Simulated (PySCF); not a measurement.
**F²⁺: interval between two levels with spin-orbit coupling**

Each state of fluorine is computed at each level; their differences give the interval between two levels. How far do the methods differ?

Method: two-component X2C-1e, generalised determinants. Code: PySCF 2.14.0.

## 1. What is computed

* Element: fluorine (Z = 9)
* Basis: x2c-TZVPall-2c with one added diffuse shell each of s, p, d type (6s4p3d1f, 40 functions)
* Hamiltonian: two-component X2C-1e, Gaussian nucleus, no Breit or QED terms; spin-orbit coupling, run by run: off; screened by Boettger's factors
* Core shells frozen in the correlated runs: 1s2 (for F²⁺)
* State 1: F²⁺ 2s1 2p3 3s1 6S5/2: [He] 2s1 2p3 3s1; 2s1/2 filled at m_j = +1/2; 2p3/2 filled at m_j = -1/2, +1/2, +3/2; 3s1/2 filled at m_j = +1/2
* Needed too, but not shown: F²⁺ [He] 2s2 2p3 (4S)
* Methods: GHF, GMP2

The outer shells:

F2+ [He] 2s1 2p3 3s1
```
[He] core
2s [↑ ]
2p [↑ ][↑ ][↑ ]
3s [↑ ]
```

All steps ran in one process of a driver on top of PySCF, which takes the settings above as its task.

The driver's launch:

```
$ OMP_NUM_THREADS=1 python sorun2.py TASK.json OUT
```

The integrals over 40 functions and the set-up took 0.12 s of CPU time.

## 2. F²⁺ 2s1 2p3 3s1 6S5/2, method by method

**GHF (spin-free)**

The log of the run:

```text
cycle= 1 E= -95.9462299034  delta_E= -95.9  |FDS-SDF|= 0.0748
cycle= 2 E= -95.9982997450  delta_E= -0.0521  |FDS-SDF|= 0.00581
cycle= 3 E= -95.9985827430  delta_E= -0.000283  |FDS-SDF|= 0.000335
cycle= 4 E= -95.9985893157  delta_E= -6.57e-06  |FDS-SDF|= 3e-05
cycle= 5 E= -95.9985896165  delta_E= -3.01e-07  |FDS-SDF|= 9.61e-06
cycle= 6 E= -95.9985896337  delta_E= -1.71e-08  |FDS-SDF|= 7.17e-07
cycle= 7 E= -95.9985896337  delta_E= -3.73e-11  |FDS-SDF|= 1.77e-08
```

Time after the integrals: 0.19 s (1 thread of Neoverse-V1, shared host).

Occupied spinors (without spin-orbit coupling the j labels only name the start):

```csv
spinor shell,electrons,mean energy (eV),weight of the nominal j,rms radius (bohr)
1s1/2,2,-780.56,1.000,0.203
2s1/2,1,-102.27,1.000,0.934
2p3/2,3,-77.903,0.667,0.919
3s1/2,1,-23.217,1.000,2.88
```

M_J = 5/2, ⟨J²⟩ = 8.750, ⟨L²⟩ = 0.000, ⟨S²⟩ = 8.750.

**GMP2 (spin-free)**

This step left no log, only its results.

It took 0.03 s on 1 thread of Neoverse-V1, shared host, the integrals not counted.

With 5 electrons correlated, the MP2 correlation energy is -0.03235 hartree. Largest pairs: 2p3/2-2p3/2 -0.0221, 2p3/2-3s1/2 -0.0060, 2p3/2-2s1/2 -0.0038, 2s1/2-3s1/2 -0.0004.

**GHF (screened spin-orbit)**

The log of the run:

```text
cycle= 1 E= -95.9462299034  delta_E= -95.9  |FDS-SDF|= 0.0748
cycle= 2 E= -95.9983071935  delta_E= -0.0521  |FDS-SDF|= 0.00582
cycle= 3 E= -95.9985924485  delta_E= -0.000285  |FDS-SDF|= 0.000417
cycle= 4 E= -95.9985999492  delta_E= -7.5e-06  |FDS-SDF|= 0.00016
cycle= 5 E= -95.9986007438  delta_E= -7.95e-07  |FDS-SDF|= 7.51e-05
cycle= 6 E= -95.9986008693  delta_E= -1.26e-07  |FDS-SDF|= 9.29e-06
cycle= 7 E= -95.9986008845  delta_E= -1.52e-08  |FDS-SDF|= 1.4e-06
cycle= 8 E= -95.9986008848  delta_E= -2.3e-10  |FDS-SDF|= 1.19e-07
```

Time after the integrals: 0.2 s (1 thread of Neoverse-V1, shared host).

Occupied spinors:

```csv
spinor shell,electrons,mean energy (eV),weight of the nominal j,rms radius (bohr)
1s1/2,2,-780.56,1.000,0.203
2s1/2,1,-102.27,1.000,0.934
2p3/2,3,-77.903,0.665,0.919
3s1/2,1,-23.217,1.000,2.88
```

M_J = 5/2, ⟨J²⟩ = 8.750, ⟨L²⟩ = 0.000, ⟨S²⟩ = 8.750. Rows whose weight is well below 1 mix j = l ± 1/2: exchange competes with spin-orbit coupling there.

**GMP2 (screened spin-orbit)**

This step left no log, only its results.

Time after the integrals: 0.03 s (1 thread of Neoverse-V1, shared host).

With 5 electrons correlated, the MP2 correlation energy is -0.03235 hartree. Largest pairs: 2p3/2-2p3/2 -0.0221, 2p3/2-3s1/2 -0.0060, 2p3/2-2s1/2 -0.0038, 2s1/2-3s1/2 -0.0004.

## 3. Differences of total energies

Interval between two levels: F²⁺ [He] 2s2 2p3 [2p3/2^3, M_J = 3/2] → F²⁺ [He] 2s1 2p3 3s1 [2s1/2^1 2p3/2^3 3s1/2^1, M_J = 5/2].

```csv
method,value (eV)
GHF (spin-free),46.211
GMP2 (spin-free),47.983
GHF (screened spin-orbit),46.211
GMP2 (screened spin-orbit),47.983
```

The differences also use runs on F²⁺ [He] 2s2 2p3 (4S), which are not shown here.

## 4. Outcome

| quantity | value |
| --- | --- |
| interval between two levels, F²⁺ → 2s1 2p3 3s1 6S5/2 | GHF (spin-free) 46.211, GMP2 (screened spin-orbit) 47.983 eV |

**Reading.** The methods span 1.771 eV, from GHF (spin-free) (46.211) to GMP2 (screened spin-orbit) (47.983). No reference value is at hand in this session. Spin-orbit coupling moves the difference by +0.000 eV at GMP2. All values hold for this basis alone; no basis-set limit was taken.
